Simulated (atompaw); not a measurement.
**In: generating and testing a PAW (atompaw) potential**

Task: generate the file, and judge it by its logarithmic derivatives, its ghosts and its cutoff.

The numbers are computed with atompaw 4.2.0.5 (PBE, scalar-relativistic, spin-unpolarised reference atom).

### 1 Starting point

The settings as typed:

| Item | Value |
| --- | --- |
| element | indium (In, Z = 49) |
| type | PAW |
| frozen core | [Kr] |
| valence charge | 13 |
| reference configuration | 4d10 5s2 5p1 |
| partial waves | 5s (bound): rc 2.25 bohr; 5s channel at 1.8 Ry: rc 2.05 bohr; 5p (bound): rc 2.25 bohr; 5p channel at 0.5 Ry: rc 2.25 bohr; 4d (bound): rc 2.25 bohr; 4d channel at 2.15 Ry: rc 2.25 bohr |
| local potential | troulliermartins scheme with l = 3 at 0.5 Ry, radius 1.45 bohr |
| core correction | smooth core density matched at 2.10 bohr |
| augmentation charge | sinc compensation charge, radius 2.15 bohr; PAW radius 2.25 bohr; waves and projectors: custom polynom2 7 10 vanderbiltortho |

The outer shells as boxes (Hund's rule for the drawing; the calculation is spin-unpolarised):

```
[Kr] core
4d [↑↓][↑↓][↑↓][↑↓][↑↓]
5s [↑↓]
5p [↑ ][  ][  ]
```

An earlier all-electron run gives the scale for the radii.

All-electron outer shells of the reference configuration (PBE, scalar-relativistic, ld1.x):

```csv
shell,level (eV),outermost node (bohr),outermost maximum (bohr)
4s,-119.66,0.41,0.77
4p,-78.13,0.42,0.82
4d,-18.62,0.40,0.94
5s,-8.21,1.02,2.16
5p,-2.52,1.14,2.85
```

### 2 Generation

Input file In.input:

```
In 49
GGA-PBE scalarrelativistic loggrid 1500 logderivrange -3 5 201
5 5 4 0 0 0
5 1 1
0 0 0
c
c
c
c
v
c
c
c
v
c
v
2
2.25 2.15 1.45 2.10
y
1.8
n
y
0.5
n
y
2.15
n
custom polynom2 7 10 vanderbiltortho sinc
3 0.5 troulliermartins
2.25
2.05
2.25
2.25
2.25
2.25
PWSCFOUT
UPFDX 0.0125d0 UPFXMIN -7.d0 UPFZMESH 49.d0
END
```

Started as:

```
$ atompaw < In.input > In.log
```

Before running it: what results should come out? Wanted: cutoffs for 10 and 1 mRy, occupied levels; bound ghosts; largest phase difference near zero energy, channels read; lowest eigenvalue of the overlap; share of valence orbitals outside the PAW sphere; UPF file.

As calculated:

| quantity | value |
| --- | --- |
| cutoffs for 10 and 1 mRy, occupied levels | 18 Ry and 80 Ry |
| bound ghosts | s at -585.34 eV, p at -163.58 eV |
| largest phase difference near zero energy, channels read | 0.001 rad |
| lowest eigenvalue of the overlap (Bessel basis) | 0.186 (s) |
| share of valence orbitals outside the PAW sphere | 5s 60 %, 5p 85 %, 4d 4 % |
| UPF file | written |

**Reading.** A bound ghost (s, p) makes it unfit for use: electrons can fall into a state that the atom doesn't have. By its cutoff, 18 Ry for the looser tolerance, it is soft on the atom at that tolerance. The tighter tolerance needs 80 Ry, and converged work needs a cutoff nearer that. The slowest level is 4d: taken alone it needs 18 Ry to come within 1 mRy, against 10 Ry for 5s. Near zero energy the phases of the channels with partial waves agree within 0.001 rad. These are tests on the free atom; a crystal test is still owed.
